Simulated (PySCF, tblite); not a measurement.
# B₃H₁₂O₂P₃Si, a cluster model of a defect (BP 3-ring): infrared bands, NMR shifts and electronic excitations, part 1 of 2

What infrared bands, NMR shifts and electronic excitations should one expect for `O[Si]O[BH-]1[PH2+][BH2-][PH2+][BH2-][PH2+]1`? It is drawn as: twofold silicon.

Computed with tblite 0.8.0 and PySCF 2.14.0; each step states its level. No surroundings beyond the atoms listed, unless a continuum is named. Atoms count from 0, parts from 1.

1 further run of the same task is left out (it didn't finish).

### Step 1. The system as given

21 atoms, charge 0, multiplicity 1; geometry: distance geometry start.

### Step 2. Relaxing the cluster with GFN2-xTB

What the job is given:

```
{"job": {"kind": "relax", "xc": "GFN2-xTB", "basis": "xTB"}, "charge": 0, "multiplicity": 1}
P      2.320565     0.853668    -0.828161
B      2.346055    -0.987695    -0.346955
P      0.603883    -1.748569    -0.596159
B     -0.553712    -0.418847    -1.320773
P     -0.742217     1.041256    -0.135736
B      0.988112     1.767531     0.248698
O      1.311297     1.549328     1.690159
Si     1.038183     0.067995     2.620094
O      0.905157    -1.583399     3.280216
H      3.571087     1.402914    -0.562988
H      1.998878     1.001028    -2.164733
H      2.684853    -1.112588     0.730648
H      3.094528    -1.546046    -1.036792
H      0.121625    -2.155014     0.625259
H      0.671611    -2.829631    -1.447070
H     -0.120250    -0.063025    -2.335332
H     -1.603858    -0.896399    -1.526425
H     -1.513971     2.020621    -0.696906
H     -1.306468     0.597076     1.041901
H      1.031019     2.862319     0.014747
H      1.543851    -2.287268     3.180373
```

With the program's defaults for keys left out, this is: GFN2-xTB geometry optimisation, gas phase.

The run is started by

```console
$ OMP_NUM_THREADS=1 python cluster_run.py task.json out
```

One launch serves the whole session: the jobs run in the order shown.

What it wrote:

```text
step      E/eV     max force
  0    -742.20256    3.433
  1    -742.80277    3.003
  2    -743.76195    2.080
  3    -744.11582    1.992
  4    -744.41873    1.490
  5    -744.52668    1.138
  6    -744.60727    0.938
  7    -744.68646    0.932
  8    -744.79443    0.934
  9    -744.85903    0.591
 10    -744.88111    0.321
 11    -744.89239    0.244
 12    -744.90173    0.260
 13    -744.91315    0.231
 14    -744.92178    0.198
 15    -744.92894    0.212
 16    -744.93867    0.255
 17    -744.95629    0.442
 18    -744.97294    0.740
 19    -744.99580    0.410
 20    -745.03182    0.493
 21    -745.05423    0.506
 22    -745.06819    0.801
 23    -745.09362    0.510
 24    -745.13081    0.754
 25    -745.15472    0.527
 26    -745.18164    0.835
 27    -745.19888    0.971
 28    -745.21705    0.409
 29    -745.23523    0.364
 30    -745.24908    0.452
 31    -745.25854    0.274
 32    -745.26817    0.189
 33    -745.27661    0.140
 34    -745.28112    0.133
 35    -745.28437    0.108
 36    -745.28674    0.113
 37    -745.28884    0.111
 38    -745.29059    0.124
 39    -745.29286    0.110
 40    -745.29533    0.127
 41    -745.29770    0.193
 42    -745.30025    0.253
 43    -745.30362    0.272
 44    -745.30875    0.283
 45    -745.31573    0.210
 46    -745.32276    0.193
 47    -745.32876    0.159
 48    -745.33604    0.209
 49    -745.34309    0.328
 50    -745.35136    0.280
 51    -745.36025    0.326
 52    -745.36907    0.198
 53    -745.37526    0.162
 54    -745.38088    0.192
 55    -745.38693    0.251
 56    -745.39339    0.328
 57    -745.40078    0.773
 58    -745.41113    0.208
 59    -745.41940    0.172
 60    -745.42871    0.215
 61    -745.43663    0.269
 62    -745.44277    0.328
 63    -745.45089    0.168
 64    -745.45509    0.114
 65    -745.45836    0.154
 66    -745.46294    0.175
 67    -745.46677    0.175
 68    -745.47080    0.171
 69    -745.47466    0.168
 70    -745.47877    0.219
 71    -745.48263    0.203
 72    -745.48723    0.165
 73    -745.49238    0.150
 74    -745.49687    0.170
 75    -745.50218    0.199
 76    -745.50790    0.230
 77    -745.51278    0.202
 78    -745.51664    0.217
 79    -745.52132    0.147
 80    -745.52967    0.278
 81    -745.53728    0.312
 82    -745.54733    0.320
 83    -745.55324    0.364
 84    -745.55739    0.147
 85    -745.56010    0.193
 86    -745.56404    0.148
 87    -745.56991    0.129
 88    -745.57227    0.117
 89    -745.57416    0.114
 90    -745.57623    0.115
 91    -745.57916    0.134
 92    -745.58209    0.150
 93    -745.58417    0.131
 94    -745.58558    0.087
 95    -745.58715    0.122
 96    -745.58963    0.127
 97    -745.59141    0.090
 98    -745.59265    0.065
 99    -745.59377    0.084
100    -745.59530    0.130
101    -745.59734    0.142
102    -745.59949    0.101
103    -745.60122    0.092
104    -745.60265    0.090
105    -745.60407    0.115
106    -745.60547    0.099
107    -745.60666    0.112
108    -745.60760    0.070
109    -745.60855    0.074
110    -745.60962    0.076
111    -745.61031    0.085
112    -745.61092    0.062
113    -745.61138    0.060
114    -745.61180    0.056
115    -745.61217    0.061
116    -745.61246    0.056
117    -745.61268    0.033
118    -745.61289    0.028
119    -745.61305    0.031
120    -745.61318    0.036
121    -745.61329    0.024
122    -745.61339    0.020
123    -745.61348    0.019
124    -745.61357    0.025
125    -745.61364    0.021
126    -745.61371    0.020
127    -745.61377    0.021
128    -745.61384    0.019
129    -745.61389    0.014
130    -745.61393    0.013
131    -745.61397    0.014
132    -745.61401    0.016
133    -745.61406    0.017
134    -745.61412    0.019
135    -745.61417    0.018
136    -745.61422    0.017
137    -745.61428    0.018
138    -745.61437    0.021
139    -745.61446    0.023
140    -745.61455    0.021
141    -745.61461    0.016
142    -745.61467    0.017
143    -745.61474    0.018
144    -745.61480    0.022
145    -745.61485    0.023
146    -745.61490    0.017
147    -745.61495    0.013
148    -745.61500    0.018
149    -745.61505    0.018
150    -745.61509    0.017
151    -745.61513    0.016
152    -745.61517    0.016
153    -745.61520    0.016
154    -745.61524    0.017
155    -745.61528    0.019
156    -745.61532    0.015
157    -745.61536    0.014
158    -745.61538    0.010
159    -745.61541    0.010
160    -745.61543    0.010
161    -745.61546    0.011
162    -745.61548    0.009
163    -745.61549    0.009
164    -745.61551    0.009
165    -745.61553    0.009
166    -745.61555    0.010
167    -745.61557    0.009
168    -745.61559    0.010
169    -745.61561    0.009
170    -745.61563    0.009
171    -745.61564    0.010
172    -745.61565    0.009
173    -745.61567    0.006
```

Run time: 13 s. Hardware: 1 thread of Intel Xeon 6975P-C, shared host.

Relaxation path:

```csv
step,energy from step 0 (eV),largest force (eV/Å)
0,0.0000,3.4329
7,-2.4839,0.9318
14,-2.7192,0.1979
21,-2.8517,0.5061
28,-3.0145,0.4091
35,-3.0818,0.1083
42,-3.0977,0.2529
49,-3.1405,0.3281
56,-3.1908,0.3281
63,-3.2483,0.1685
70,-3.2762,0.2190
77,-3.3102,0.2022
84,-3.3548,0.1468
91,-3.3766,0.1342
98,-3.3901,0.0649
105,-3.4015,0.1159
112,-3.4084,0.0619
119,-3.4105,0.0312
126,-3.4112,0.0203
133,-3.4115,0.0169
140,-3.4120,0.0210
147,-3.4124,0.0137
154,-3.4127,0.0164
161,-3.4129,0.0112
168,-3.4130,0.0098
173,-3.4131,0.0066
```

Close pairs (by a distance rule), those that changed most:

```csv
bond,before (Å),after (Å),change (Å)
Si7–O8,1.783,1.622,-0.162
O6–Si7,1.770,1.610,-0.160
B5–H19,1.120,1.188,+0.068
B5–O6,1.493,1.432,-0.062
B1–H11,1.136,1.191,+0.055
B3–P4,1.890,1.942,+0.052
P4–B5,1.916,1.965,+0.049
B3–H15,1.159,1.196,+0.037
```

### Step 3. Harmonic vibrations: GFN2-xTB

What the job is given:

```
{"job": {"kind": "ir", "xc": "GFN2-xTB", "basis": "xTB"}, "charge": 0, "multiplicity": 1}
P      1.499491     0.941741    -0.679632
B      1.596061    -0.983790    -0.607384
P     -0.240344    -1.638196    -0.683568
B     -1.722071    -0.490819    -1.174087
P     -1.506437     1.202976    -0.248096
B      0.205333     1.720033     0.566338
O      0.372171     0.940950     1.755766
Si    -0.635725    -0.249741     2.153187
O      0.175465    -1.049350     3.307659
H      2.765753     1.484476    -0.503080
H      1.310070     1.422999    -1.972332
H      2.086965    -1.280463     0.436574
H      2.199085    -1.393075    -1.547097
H     -0.517636    -2.509179     0.358976
H     -0.242884    -2.640419    -1.652831
H     -1.591327    -0.264243    -2.341454
H     -2.759233    -0.993007    -0.896968
H     -1.817538     2.196389    -1.189513
H     -2.558979     1.527529     0.596545
H      0.316939     2.892574     0.720363
H      1.064840    -0.837388     3.600635
```

Method: GFN2-xTB harmonic vibrations, gas phase.

What it wrote:

```text
mode    cm-1     km/mol
  1      38.1      0.76
  2      53.3      0.16
  3     105.2      1.31
  4     108.3      2.07
  5     129.6      6.75
  6     143.9      1.43
  7     159.2      9.50
  8     189.6      1.69
  9     245.1      8.97
 10     255.0      0.96
 11     288.6      4.03
 12     382.9      0.82
 13     398.6      6.20
 14     430.4     10.23
 15     445.2    144.72
 16     466.0      6.12
 17     517.5      0.33
 18     526.4     25.12
 19     541.1     12.03
 20     582.3      1.09
 21     610.2     16.25
 22     631.0     10.73
 23     635.1      0.83
 24     663.3      1.92
 25     676.3      7.32
 26     694.5     97.13
 27     739.0      3.32
 28     761.2      8.37
 29     802.8      9.19
 30     809.0     76.59
 31     828.4     37.17
 32     846.1     42.22
 33     884.2    185.52
 34     902.5     42.24
 35     930.5    118.99
 36     935.2      5.22
 37     973.6    110.22
 38     991.1    117.56
 39     995.1    158.04
 40    1045.8    129.92
 41    1098.5     67.31
 42    1119.0     68.63
 43    1139.3     46.03
 44    1168.5     39.65
 45    1181.4     46.28
 46    2217.8    247.19
 47    2280.1    188.76
 48    2282.4    205.40
 49    2312.0    262.86
 50    2315.8    166.97
 51    2327.7    258.38
 52    2406.6    134.18
 53    2450.2    104.56
 54    2465.6    163.59
 55    2469.7    109.32
 56    2499.9     88.10
 57    3535.6      6.08
```

Wall time 1.7 s (1 thread of Intel Xeon 6975P-C, shared host); peak memory 0.19 GiB.

The strongest bands and the atoms that carry them:

```csv
cm⁻¹,km/mol,atoms
884,185.5,"O8 52 %, Si7 39 %"
2218,247.2,H17 96 %
2280,188.8,"H10 74 %, H14 16 %"
2282,205.4,"H14 80 %, H10 16 %"
2312,262.9,H9 92 %
2328,258.4,H13 94 %
```

(Continued in part 2 of 2.)
